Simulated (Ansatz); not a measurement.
# C₂H₅BN₂: up Jacob's ladder to CCSD(T)

How much do the methods differ for C₂H₅BN₂? The plan is to run it at one geometry with functionals of several rungs and with coupled cluster. The yardstick is the atomisation energy at the CCSD(T) limit.

Program: Ansatz 0.2.0, Gaussian basis. Level of theory: functionals in def2-TZVPP, the program's frozen cores in correlated methods. These are calculated values, not measurements.

Plan: LDA (SPW92), PBE-D4, revPBE-D4, BLYP-D4, r2SCAN-D4, B97M-V, PBE0-D4, B3LYP-D4, r2SCANh-D4, r2SCAN0-D4, HSE06-D4, BHLYP-D4, CAM-B3LYP-D4, LC-ωPBE, ωB97X-V, ωB97M-V, B2PLYP, PBE-QIDH; CCSD(T)/def2-SVP; CCSD(T)/def2-TZVPP; MP2/def2-QZVPP; extrapolation to the limit; RPA on PBE.

## (1) Structure used throughout

The geometry comes from an earlier relaxation with PBE0-D4 in a triple-zeta def2 set; it is a stationary point, not always the lowest conformer.

SMILES `NC1=NCB1`, 10 atoms, charge 0, spin multiplicity 1.

Atoms are counted from 1 here; the program's logs count them from 0.

Bond lengths: N1–C2 1.328 Å, N1–H6 1.007 Å, N1–H7 1.002 Å, C2–N3 1.321 Å, C2–B5 1.509 Å, N3–C4 1.500 Å, C4–B5 1.556 Å, C4–H8 1.089 Å, C4–H9 1.087 Å, B5–H10 1.194 Å. Angles: C2–N1–H6 119.7°, C2–N1–H7 120.2°, H6–N1–H7 118.6°, N1–C2–N3 126.6°, N1–C2–B5 149.8°, N3–C2–B5 79.3°, C2–N3–C4 99.8°, N3–C4–B5 72.7°, N3–C4–H8 113.1°, N3–C4–H9 111.8°, B5–C4–H8 119.9°, B5–C4–H9 120.8°, H8–C4–H9 111.8°, C2–B5–C4 89.6°, C2–B5–H10 127.7°, C4–B5–H10 131.6°.

Coordinates:

| atom | x (Å) | y (Å) | z (Å) |
| --- | --- | --- | --- |
| N1 | 0.38410 | -1.55698 | -1.05445 |
| C2 | 0.19404 | -0.47287 | -0.31210 |
| N3 | -0.96042 | -0.02988 | 0.15347 |
| C4 | -0.46404 | 0.91193 | 1.20968 |
| B5 | 0.56154 | 0.94781 | 0.03962 |
| H6 | -0.39938 | -2.14575 | -1.28781 |
| H7 | 1.24423 | -1.68229 | -1.55356 |
| H8 | -1.12944 | 1.75838 | 1.37491 |
| H9 | -0.23289 | 0.39435 | 2.13660 |
| H10 | 0.88547 | 1.82401 | -0.70336 |

## (2) LDA

This LDA is Slater exchange with PW92 correlation.

File in.yaml:

```yaml
crystal:
  periodic: [false, false, false]
  atoms:
    - {symbol: N, position_ang: [0.384095, -1.556978, -1.054450]}
    - {symbol: C, position_ang: [0.194038, -0.472869, -0.312104]}
    - {symbol: N, position_ang: [-0.960415, -0.029884, 0.153471]}
    - {symbol: C, position_ang: [-0.464045, 0.911928, 1.209684]}
    - {symbol: B, position_ang: [0.561541, 0.947807, 0.039622]}
    - {symbol: H, position_ang: [-0.399385, -2.145750, -1.287811]}
    - {symbol: H, position_ang: [1.244230, -1.682288, -1.553561]}
    - {symbol: H, position_ang: [-1.129440, 1.758376, 1.374910]}
    - {symbol: H, position_ang: [-0.232890, 0.394346, 2.136596]}
    - {symbol: H, position_ang: [0.885471, 1.824009, -0.703357]}
basis:
  gaussian: {orbitals: def2-TZVPP}
hamiltonian: {xc: lda}
output: {orbitals: {seedname: orbitals}}
```

The run is started by

```bash
$ ansatz run in.yaml --threads 2 --pin off --events-out ev --progress --plain --max-ram 4352MiB
```

The runs that follow: PBE-D4 (GGA); revPBE-D4 (GGA); BLYP-D4 (GGA); r2SCAN-D4 (meta-GGA); B97M-V (meta-GGA); B3LYP-D4 (hybrid); r2SCANh-D4 (hybrid); r2SCAN0-D4 (hybrid); HSE06-D4 (hybrid); BHLYP-D4 (hybrid); CAM-B3LYP-D4 (range-separated); LC-ωPBE (range-separated); ωB97X-V (range-separated); ωB97M-V (range-separated); B2PLYP (double hybrid); PBE-QIDH (double hybrid); CCSD(T) in def2-SVP; CCSD(T) in def2-TZVPP; MP2 in def2-QZVPP; RPA on PBE orbitals.

Before running them: what should the planned runs give, taken together? Wanted: atomisation energy, CCSD(T)/CBS; farthest beyond LDA; mean size of error, GGA; mean size of error, meta-GGA; mean size of error, hybrid; mean size of error, range-separated; mean size of error, double hybrid; gap, smallest and largest; T1 diagnostic.

The runs gave:

```
                               quantity                                      value
        atomisation energy, CCSD(T)/CBS                             941.9 kcal/mol
functionals within 4.7 kcal/mol (0.5 %)               r2SCANh-D4, B2PLYP, PBE-QIDH
                    farthest beyond LDA                    PBE-D4 (+47.9 kcal/mol)
                mean size of error, GGA                              28.2 kcal/mol
           mean size of error, meta-GGA                              10.6 kcal/mol
             mean size of error, hybrid                              15.5 kcal/mol
    mean size of error, range-separated                              12.6 kcal/mol
      mean size of error, double hybrid                               1.8 kcal/mol
              gap, smallest and largest  4.32 eV (LDA (SPW92)), 11.54 eV (LC-ωPBE)
                          T1 diagnostic                                     0.0142
triples share of the correlation energy                                      4.6 %
```

In words: The LDA atomisation energy is off by 171.7 kcal/mol (18 %): it overbinds. PBE-D4 misses by +47.9 kcal/mol. Double hybrids carry the basis error of their MP2 part in triple zeta, and no dispersion term here, so their miss is partly the set-up's. By mean error the best rung here is double hybrid (1.8 kcal/mol) and the worst beyond LDA is GGA (28.2 kcal/mol). The reference freezes the cores and leaves out relativity and excitations past (T), so misses under about 4.7 kcal/mol can't be ranked. Hartree-Fock recovers 68 % of the binding; the rest is correlation. CCSD(T) in def2-SVP is off by -49.5 kcal/mol, which most functionals beat. Orbital gaps span 4.3 to 11.5 eV; exact exchange widens them.
